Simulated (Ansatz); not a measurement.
# C₂HCl₃Hf: up Jacob's ladder to CCSD(T)

An exercise on one series of results from a longer session: the logs are not shown, and one member is left open.

Computed with Ansatz 0.2.0, Gaussian basis. Level: functionals in def2-TZVPP, the program's frozen cores in correlated methods.

The runs, in order: LDA (SPW92), PBE-D4, revPBE-D4, BLYP-D4, r2SCAN-D4, B97M-V, PBE0-D4, B3LYP-D4, r2SCANh-D4, r2SCAN0-D4, HSE06-D4, BHLYP-D4, CAM-B3LYP-D4, LC-ωPBE, ωB97X-V, ωB97M-V, B2PLYP, PBE-QIDH; CCSD(T)/def2-SVP; CCSD(T)/def2-TZVPP; MP2/def2-QZVPP; extrapolation to the limit; RPA on PBE.

## The relaxed structure

All runs share one geometry, relaxed beforehand with PBE0-D4 in a triple-zeta def2 set. Hf takes the def2 core potential; no spin-orbit term is included.

SMILES `C#[C][Hf]([Cl])([Cl])[Cl]`, 7 atoms, charge 0, spin multiplicity 1.

Atoms are counted from 1 here; the program's logs count them from 0.

Bond lengths: C1–C2 1.215 Å, C1–H7 1.068 Å, C2–Hf3 2.150 Å, Hf3–Cl4 2.322 Å, Hf3–Cl5 2.322 Å, Hf3–Cl6 2.322 Å. Angles: C2–C1–H7 180.0°, C1–C2–Hf3 179.9°, C2–Hf3–Cl4 108.1°, C2–Hf3–Cl5 108.1°, C2–Hf3–Cl6 108.1°, Cl4–Hf3–Cl5 110.8°, Cl4–Hf3–Cl6 110.8°, Cl5–Hf3–Cl6 110.8°.

Geometry (Å):

```xyz
7

C     0.03739   -2.15728   -0.64712
C     0.01627   -0.99381   -0.29835
Hf   -0.01876    1.06525    0.31942
Cl    1.51988    1.32749    2.03806
Cl    0.55467    2.37593   -1.50904
Cl   -2.16547    1.56220    1.05069
H     0.05602   -3.17977   -0.95366
```

The first run:

in.yaml reads:

```yaml
crystal:
  periodic: [false, false, false]
  atoms:
    - {symbol: C, position_ang: [0.037392, -2.157281, -0.647116]}
    - {symbol: C, position_ang: [0.016268, -0.993807, -0.298351]}
    - {symbol: Hf, position_ang: [-0.018761, 1.065247, 0.319422]}
    - {symbol: Cl, position_ang: [1.519885, 1.327487, 2.038063]}
    - {symbol: Cl, position_ang: [0.554673, 2.375934, -1.509044]}
    - {symbol: Cl, position_ang: [-2.165471, 1.562200, 1.050687]}
    - {symbol: H, position_ang: [0.056015, -3.179770, -0.953661]}
basis:
  gaussian: {orbitals: def2-TZVPP}
hamiltonian: {xc: lda}
output: {orbitals: {seedname: orbitals}}
```

Command:

```bash
$ ansatz run in.yaml --threads 4 --pin off --events-out ev --progress --plain --max-ram 10444MiB
```

Among the steps run: LDA; PBE-D4 (GGA); revPBE-D4 (GGA); BLYP-D4 (GGA); r2SCAN-D4 (meta-GGA); B97M-V (meta-GGA); PBE0-D4 (hybrid); B3LYP-D4 (hybrid); r2SCANh-D4 (hybrid); r2SCAN0-D4 (hybrid); HSE06-D4 (hybrid); BHLYP-D4 (hybrid); CAM-B3LYP-D4 (range-separated); LC-ωPBE (range-separated); ωB97X-V (range-separated); ωB97M-V (range-separated); B2PLYP (double hybrid); PBE-QIDH (double hybrid).

One table of the session follows, with a row left open; its other results are not shown here.

It belongs to the step «Frontier levels by functional». 

```
  functional  HOMO (eV)  LUMO (eV)  gap (eV)
 LDA (SPW92)      -7.77      -3.42      4.35
      PBE-D4      -7.56      -3.16      4.40
   revPBE-D4      -7.48      -3.06      4.42
     BLYP-D4      -7.36      -3.00      4.36
   r2SCAN-D4      -7.84      -3.02      4.81
      B97M-V          ?          ?         ?
     PBE0-D4      -8.77      -2.38      6.39
    B3LYP-D4      -8.50      -2.56      5.94
  r2SCANh-D4      -8.28      -2.74      5.55
  r2SCAN0-D4      -8.96      -2.30      6.66
    HSE06-D4      -8.37      -2.75      5.61
    BHLYP-D4      -9.79      -1.42      8.37
CAM-B3LYP-D4     -10.09      -1.30      8.79
     LC-ωPBE     -11.55      -0.22     11.34
     ωB97X-V     -11.12      -0.28     10.85
     ωB97M-V     -10.98      -0.34     10.64
```

Q: Estimate the row for B97M-V from the others.

The run gave: HOMO (eV): -7.79; LUMO (eV): -2.95; gap (eV): 4.84. In the column «HOMO (eV)» it lies between r2SCAN-D4 (-7.84) and LDA (SPW92) (-7.77).
